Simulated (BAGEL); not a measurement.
**CH3Br (bromomethane): levels of theory compared**

Wanted: a comparison of 6 runs (HF/STO-3G, HF/ANO-RCC-VTZP, B3LYP/6-31G*, PBE0/def2-SVP, CIS/pcseg-1) of CH3Br (bromomethane). 

The calculation is run with BAGEL 1.2.2.

5 further runs of the same task are left out: 3 that didn't finish, 2 set aside as unsound or not needed.

## 1. The system as given

CH3Br: 5 atoms, total charge 0, spin state singlet. As SMILES, `CBr`. Geometry: relaxed at PBE0-D4/def2-TZVP.

Bond lengths: C1–Br2 1.933 Å, C1–H3 1.086 Å, C1–H4 1.086 Å, C1–H5 1.086 Å. Angles: Br2–C1–H3 108.0°, Br2–C1–H4 108.0°, Br2–C1–H5 108.0°, H3–C1–H4 110.9°, H3–C1–H5 110.9°, H4–C1–H5 110.9°.

## 2. A single-point energy at HF/STO-3G (run 1)

Input file input.json:

```json
{ "bagel" : [

{
  "title" : "molecule",
  "basis" : "sto-3g",
  "df_basis" : "qzvpp-jkfit",
  "geometry" : [
    { "atom" : "C", "xyz" : [    -0.20087789,     0.23357015,     0.16705179 ] },
    { "atom" : "Br", "xyz" : [     1.89180482,    -2.20039710,    -1.57451981 ] },
    { "atom" : "H", "xyz" : [     0.97604354,     1.84002633,     0.66386079 ] },
    { "atom" : "H", "xyz" : [    -0.95676834,    -0.66915202,     1.84815215 ] },
    { "atom" : "H", "xyz" : [    -1.71020214,     0.79595264,    -1.10454492 ] }
  ]
},

{
  "title" : "hf",
  "df" : false
},

{
  "title" : "print",
  "file" : "orbitals.molden",
  "orbitals" : true
}

]}
```

Command:

```
$ BAGEL_NUM_THREADS=1 BAGEL input.json > input.out
```

The program printed:

```text
* using 1 threads per process

  ===============================================================
  ===============================================================

  *** Geometry ***

  { "atom" : "C", "xyz" : [     -0.200878,      0.233570,      0.167052 ] },
  { "atom" : "Br", "xyz" : [      1.891805,     -2.200397,     -1.574520 ] },
  { "atom" : "H", "xyz" : [      0.976044,      1.840026,      0.663861 ] },
  { "atom" : "H", "xyz" : [     -0.956768,     -0.669152,      1.848152 ] },
  { "atom" : "H", "xyz" : [     -1.710202,      0.795953,     -1.104545 ] },

  Number of auxiliary basis functions:      395

  Since a DF basis is specified, we compute 2- and 3-index integrals:
    o Being stored without compression. Storage requirement is 0.002 GB

  Number of basis functions:       26
  Number of electrons      :       44

    * METHOD: MOLECULE                             0.09

  *** RHF ***

  === Nuclear Repulsion ===
    89.4597432189

      * DIIS with orbital gradients will be used.

  === RHF iteration (sto-3g) ===
      0      -2583.74974075          0.01601035           0.04
      1      -2583.80860241          0.00373464           0.04
      2      -2583.81252682          0.00102956           0.04
      3      -2583.81282793          0.00008959           0.04
      4      -2583.81283051          0.00000918           0.04
      5      -2583.81283055          0.00000116           0.04
      6      -2583.81283055          0.00000029           0.04
      7      -2583.81283055          0.00000006           0.04
      8      -2583.81283055          0.00000001           0.04
    * SCF iteration converged.

    * Permanent dipole moment:
           (    0.378440,    -0.440163,    -0.314959) a.u.

    * METHOD: HF                                   0.45

    * METHOD: PRINT                                0.00

  ===============================================================
```

Run time: 0.83 s. Hardware: 1 thread of Intel Xeon Platinum 8488C (Sapphire Rapids), shared host; peak memory 0.23 GiB.

## 3. The energy at HF/ANO-RCC-VTZP (DKH2, density fitting with tzvpp-jkfit) (run 2)

Input file input.json:

```json
{ "bagel": [

{
  "title": "molecule",
  "basis": "ano-rcc-vtzp.json",
  "df_basis": "tzvpp-jkfit",
  "angstrom": "true",
  "dkh": "true",
  "geometry": [
    { "atom": "C", "xyz": [      -0.106300,       0.123600,       0.088400 ] },
    { "atom": "Br", "xyz": [       1.001100,      -1.164400,      -0.833200 ] },
    { "atom": "H", "xyz": [       0.516500,       0.973700,       0.351300 ] },
    { "atom": "H", "xyz": [      -0.506300,      -0.354100,       0.978000 ] },
    { "atom": "H", "xyz": [      -0.905000,       0.421200,      -0.584500 ] }
  ]
},

{ "title": "hf" },

{ "title": "print", "file": "orbitals.molden", "orbitals": "true" }

]}
```

The basis set ANO-RCC-VTZP is read from a file made from the Basis Set Exchange's data (not shown).

Command:

```
$ BAGEL_NUM_THREADS=1 BAGEL input.json > input.out
```

The program printed:

```text
* using 1 threads per process

  ===============================================================
  ===============================================================

  *** Geometry ***

  { "atom" : "C", "xyz" : [     -0.200878,      0.233570,      0.167052 ] },
  { "atom" : "Br", "xyz" : [      1.891805,     -2.200397,     -1.574520 ] },
  { "atom" : "H", "xyz" : [      0.976044,      1.840026,      0.663861 ] },
  { "atom" : "H", "xyz" : [     -0.956768,     -0.669152,      1.848152 ] },
  { "atom" : "H", "xyz" : [     -1.710202,      0.795953,     -1.104545 ] },

  Number of auxiliary basis functions:      395

  Since a DF basis is specified, we compute 2- and 3-index integrals:
    o Being stored without compression. Storage requirement is 0.042 GB

  Number of basis functions:      115
  Number of electrons      :       44

    * METHOD: MOLECULE                             0.46

  *** RHF ***

  === Nuclear Repulsion ===
    89.4597432138

      * DIIS with orbital gradients will be used.

  === RHF iteration (ano-rcc-vtzp.json) ===
      0      -2643.90034210          0.01306236           0.09
      1      -2643.95532781          0.00581138           0.07
      2      -2643.96923813          0.00107020           0.07
      3      -2643.96998800          0.00025384           0.07
      4      -2643.97003311          0.00004712           0.07
      5      -2643.97003512          0.00001049           0.07
      6      -2643.97003520          0.00000368           0.07
      7      -2643.97003521          0.00000047           0.07
      8      -2643.97003521          0.00000007           0.07
      9      -2643.97003521          0.00000003           0.07
     10      -2643.97003521          0.00000001           0.07
    * SCF iteration converged.

    * Permanent dipole moment:
           (    0.470062,    -0.546717,    -0.391197) a.u.

    * METHOD: HF                                   1.49

    * METHOD: PRINT                                0.02

  ===============================================================
```

Run time: 2.3 s. Hardware: 1 thread of Intel Xeon Platinum 8488C (Sapphire Rapids), shared host; peak memory 0.23 GiB.

## 4. Energy and forces at B3LYP/6-31G(d) (density fitting with qzvpp-jkfit, spherical functions) (run 3)

Input file dft.json:

```json
{ "bagel": [

{
  "title": "molecule",
  "basis": "6-31gs.json",
  "df_basis": "qzvpp-jkfit",
  "angstrom": false,
  "geometry": [
    { "atom": "C", "xyz": [    -0.20087789,     0.23357015,     0.16705179 ] },
    { "atom": "Br", "xyz": [     1.89180482,    -2.20039710,    -1.57451981 ] },
    { "atom": "H", "xyz": [     0.97604354,     1.84002633,     0.66386079 ] },
    { "atom": "H", "xyz": [    -0.95676834,    -0.66915202,     1.84815215 ] },
    { "atom": "H", "xyz": [    -1.71020214,     0.79595264,    -1.10454492 ] }
  ]
},

{
  "title": "force",
  "method": [
    { "title": "ks", "xc_func": "b3lyp" }
  ]
}

]}
```

The basis set 6-31G* is read from a file made from the Basis Set Exchange's data (not shown).

Command:

```
$ BAGEL_NUM_THREADS=1 BAGEL dft.json > dft.out
```

The program printed:

```text
* using 1 threads per process

  ===============================================================
  ===============================================================

  *** Geometry ***

[... 20 lines left out ...]
    * Removing 7209 points whose weight is below 1.00e-10
[... 13 lines left out ...]
    * SCF iteration converged.
[... 1 line left out ...]
    * Permanent dipole moment:
[... 26 lines left out ...]
    * METHOD: FORCE                                4.92

  ===============================================================
```

Wall time 5.4 s (1 thread of Intel Xeon Platinum 8488C (Sapphire Rapids), shared host); peak memory 0.51 GiB.

Runs 4 to 5 aren't shown in full; the table further down has their settings and results.

## 5. The excited states at CIS/pcseg-1 (density fitting with svp-jkfit) (run 6)

Input file cis.json:

```json
{ "bagel" : [

{
  "title" : "molecule",
  "basis" : "pcseg-1.json",
  "df_basis" : "svp-jkfit",
  "angstrom" : true,
  "geometry" : [
    { "atom" : "C", "xyz" : [      -0.106300,       0.123600,       0.088400 ] },
    { "atom" : "Br", "xyz" : [       1.001100,      -1.164400,      -0.833200 ] },
    { "atom" : "H", "xyz" : [       0.516500,       0.973700,       0.351300 ] },
    { "atom" : "H", "xyz" : [      -0.506300,      -0.354100,       0.978000 ] },
    { "atom" : "H", "xyz" : [      -0.905000,       0.421200,      -0.584500 ] }
  ]
},

{ "title" : "hf", "charge" : 0 },

{ "title" : "cis", "nstate" : 3 }

]}
```

The basis set pcseg-1 is read from a file made from the Basis Set Exchange's data (not shown).

Command:

```
$ BAGEL_NUM_THREADS=1 BAGEL cis.json > cis.out
```

The program printed:

```text
* using 1 threads per process

  ===============================================================
  ===============================================================

  *** Geometry ***

[... 29 lines left out ...]
    * SCF iteration converged.
[... 1 line left out ...]
    * Permanent dipole moment:
[... 6 lines left out ...]
        0     0     0.28495180     0.00332728      0.02
        0     1     0.31626887     0.00319524      0.00
        0     2     0.38675989     0.00195698      0.00
[... 31 lines of this table left out ...]
        8     2     0.37850027     0.00000032      0.00

    * CIS converged

    * Permanent dipole moment: Transition 0 -> 0
           (   -0.008510,    -0.010750,     0.004833) a.u.

    * Permanent dipole moment: Transition 0 -> 1
           (   -0.008402,     0.001340,    -0.011825) a.u.

    * Permanent dipole moment: Transition 0 -> 2
           (   -0.039887,    -0.049683,     0.021408) a.u.

    * METHOD: CIS                                  0.21

  ===============================================================
```

Run time: 1.1 s. Hardware: 1 thread of Intel Xeon Platinum 8488C (Sapphire Rapids), shared host; peak memory 0.23 GiB.

The roots found:

```tsv
excited state	energy (eV)	strength
1	7.389	0.0001
2	7.389	0.0001
3	10.300	0.0023
```

## 6. The series

```tsv
run	level	integral approximation	task	energy (Eh)	dipole moment (D)	wall time
1	HF/STO-3G	none	energy	-2583.812831	1.68	0.83 s
2	HF/ANO-RCC-VTZP (DKH2, density fitting with tzvpp-jkfit)	tzvpp-jkfit	energy	-2643.970035	2.08	2.3 s
3	B3LYP/6-31G* (density fitting with qzvpp-jkfit, spherical functions)	qzvpp-jkfit	gradient	-2613.785853	2.01	5.4 s
4	B3LYP/6-31G* (density fitting with qzvpp-jkfit, Cartesian functions)	qzvpp-jkfit	gradient	-2613.795105	2.01	6.6 s
5	PBE0/def2-SVP (density fitting with qzvpp-jkfit)	qzvpp-jkfit	energy	-2613.373133	1.83	4.2 s
6	CIS/pcseg-1 (density fitting with svp-jkfit)	svp-jkfit	excited	-2611.684623	–	1.1 s
```

## 7. Results

```
                                quantity           value
run 6: ground-state or mean-field energy  -2611.68462 Eh
         run 6: lowest excitation energy         7.39 eV
```

**Reading.** Over runs 1, 2, 3, 4, 5 the dipole moment (its size) runs from 1.68 D (HF/STO-3G) to 2.08 D (HF/ANO-RCC-VTZP). The two ends differ in basis and Hamiltonian. Over runs 1, 2, 5 the HOMO–LUMO gap runs from 8.17 eV (PBE0/def2-SVP) to 18.19 eV (HF/STO-3G). The two ends differ in method and basis. Totals of different functionals can't be ranked against each other. Some runs of one species differ in core potentials or relativity; totals across that change don't compare. In run 1 the basis is minimal, so the values are rough. All runs together took 20 s, the longest 6.6 s.
